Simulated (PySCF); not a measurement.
# F4Mo (MoF4): the cost of one run

Computed with PySCF 2.14.0 and routines of our own; the level stands in each step. Atoms count from 0.

## Step 1: The starting structure

5 atoms, charge 0, multiplicity 3; geometry from: GFN2-xTB.

## Step 2: Relaxing the molecule at PBE0-D3(BJ)/def2-SVP

The job: settings as JSON, then the geometry in Å.

```
{"job": {"xc": "PBE0", "basis": "def2-SVP", "d3": "d3bj", "grid": 1, "maxiter": 30, "shake": 0.03, "kind": "geom"}, "charge": 0, "multiplicity": 3}
Mo     0.061010    -0.077530     0.012570
F      0.463950    -0.025490     1.763440
F      1.764990     0.002790    -0.187350
F     -1.057480     1.185220    -0.805550
F     -1.157630    -1.195470    -0.845240
```

Launch:

```bash
$ OMP_NUM_THREADS=1 python heavy_run.py task.json out
```

One launch serves the whole session: the jobs run in the order shown.

Q: Estimate the wall time and peak memory of this first job on 1 thread of Arm Neoverse N1, shared host.

About 2.3 min, with a peak of 0.37 GiB.
